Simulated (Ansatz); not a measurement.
**B2FH2NO: ionisation energy by level of theory**

Aim: the vertical ionisation energy of B2FH2NO, as cation minus neutral at the neutral's geometry, on several levels, and how well −ε(HOMO) stands in for it.

Computed with Ansatz 0.2.0, Gaussian basis. Level: unrestricted cation, the program's frozen cores in correlated methods.

Levels to be run: UKS PBE-D4/def2-TZVPP; UKS r2SCAN-D4/def2-TZVPP; UKS PBE0-D4/def2-TZVPP; UKS B3LYP-D4/def2-TZVPP; UKS wB97X-V/def2-TZVPP; UKS wB97M-V/def2-TZVPP; UKS B2PLYP/def2-TZVPP; UHF-CCSD(T)/def2-TZVPP; UHF-MP2/def2-QZVPP; extrapolation to the limit; then −ε(HOMO) from the neutral's earlier runs with LDA (SPW92), PBE-D4, revPBE-D4, BLYP-D4, r2SCAN-D4, B97M-V, PBE0-D4, B3LYP-D4, r2SCANh-D4, r2SCAN0-D4, HSE06-D4, BHLYP-D4, CAM-B3LYP-D4, LC-ωPBE, ωB97X-V, ωB97M-V.

## (1) Structure used throughout

All runs share one geometry, relaxed beforehand with PBE0-D4 in a triple-zeta def2 set.

SMILES `OB1NB1F`, 7 atoms, charge 0, spin multiplicity 1.

Atoms are counted from 1 here; the program's logs count them from 0.

Bond lengths: O1–B2 1.347 Å, O1–H6 0.959 Å, B2–N3 1.423 Å, B2–B4 1.598 Å, N3–B4 1.403 Å, N3–H7 1.012 Å, B4–F5 1.317 Å. Angles: B2–O1–H6 112.9°, O1–B2–N3 134.0°, O1–B2–B4 171.0°, N3–B2–B4 55.0°, B2–N3–B4 68.8°, B2–N3–H7 144.6°, B4–N3–H7 146.6°, B2–B4–N3 56.2°, B2–B4–F5 168.4°, N3–B4–F5 135.4°.

## (2) Cation, UKS PBE-D4/def2-TZVPP

in.yaml reads:

```yaml
crystal:
  periodic: [false, false, false]
  atoms:
    - {symbol: O, position_ang: [-1.276656, 0.176373, 1.308051]}
    - {symbol: B, position_ang: [-0.378955, 0.150203, 0.304212]}
    - {symbol: N, position_ang: [0.632166, -0.768229, -0.094782]}
    - {symbol: B, position_ang: [0.587028, 0.339723, -0.954127]}
    - {symbol: F, position_ang: [1.249971, 0.724057, -2.025319]}
    - {symbol: H, position_ang: [-1.829428, 0.960223, 1.293407]}
    - {symbol: H, position_ang: [1.077176, -1.650351, 0.122858]}
basis:
  gaussian: {orbitals: def2-TZVPP}
total_charge: 1
magnetization: {spin_polarized: true, initial_magnetization: 1}
hamiltonian: {xc: pbe, dispersion: d4}
```

After this run come: Cation, UKS r2SCAN-D4/def2-TZVPP; Cation, UKS PBE0-D4/def2-TZVPP; Cation, UKS B3LYP-D4/def2-TZVPP; Cation, UKS wB97X-V/def2-TZVPP; Cation, UKS wB97M-V/def2-TZVPP; Cation, UKS B2PLYP (frozen core)/def2-TZVPP; Cation, UHF-CCSD(T)/def2-TZVPP; Cation, UHF-MP2/def2-QZVPP.

**Question.** What will the summary of the whole plan be? Wanted: ionisation energy, CCSD(T)/CBS; nearest functional by difference; nearest −ε(HOMO); −ε(HOMO) of PBE; T1 of the cation.

**Answer**, as computed:

| quantity | value |
| --- | --- |
| ionisation energy, CCSD(T)/CBS | 10.07 eV |
| nearest functional by difference | ωB97M-V (-0.11 eV) |
| nearest −ε(HOMO) | LC-ωPBE (-0.01 eV) |
| −ε(HOMO) of PBE | 5.98 eV |
| T1 of the cation | 0.020 |

What this shows: Energy differences with functionals land within 0.50 eV of the reference. The PBE orbital energy is 4.1 eV too small: a semilocal HOMO is no ionisation energy. Among orbital estimates LC-ωPBE comes nearest. Hartree-Fock falls 0.90 eV short, as the neutral has more correlation energy than the cation.
